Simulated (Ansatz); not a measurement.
**GaO− (singlet): geometry optimisation**

Where does this start of GaO− (singlet) end when it is relaxed?

Method: RKS PBE0/def2-TZVPD; program: Ansatz 0.2.0, Gaussian basis.

**1. Starting geometry**

2 atoms, charge -1, spin multiplicity 1.

Atoms are counted from 1 here; the program's logs count them from 0.

Bond lengths: O1–Ga2 1.748 Å.

Geometry (Å):

```xyz
2

O     0.0000    0.0000    0.0000
Ga    0.0000    0.0000    1.7484
```

The start is set by covalent radii. Sticks and bond lists go by distance. No spin-orbit coupling is included. 

**2. Relaxation**

Contents of in.yaml:

```yaml
crystal:
  periodic: [false, false, false]
  atoms:
    - {symbol: O, position_ang: [0.000000, 0.000000, 0.000000]}
    - {symbol: Ga, position_ang: [0.000000, 0.000000, 1.748400]}
basis:
  gaussian: {orbitals: def2-TZVPD}
total_charge: -1
hamiltonian: {xc: pbe0}
relax: {f_tol: 0.004, max_steps: 80}
```

Started as:

```console
$ ansatz run in.yaml --threads 1 --pin off --events-out ev --progress --plain --max-ram 2176MiB
```

What does the calculation give? Wanted: energy gained; shift from the start; total energy.

As calculated:

| quantity | value |
| --- | --- |
| steps | 4 |
| energy gained | 0.020 eV |
| shift from the start (rms) | 0.018 Å |
| total energy | -54417.7159 eV |

What this shows: The bonds of the start are those of the end. O1–Ga2 went from 1.748 to 1.712 Å. No vibrations were run, so this is a stationary point, not a proven minimum, and this spin need not be the ground state's.
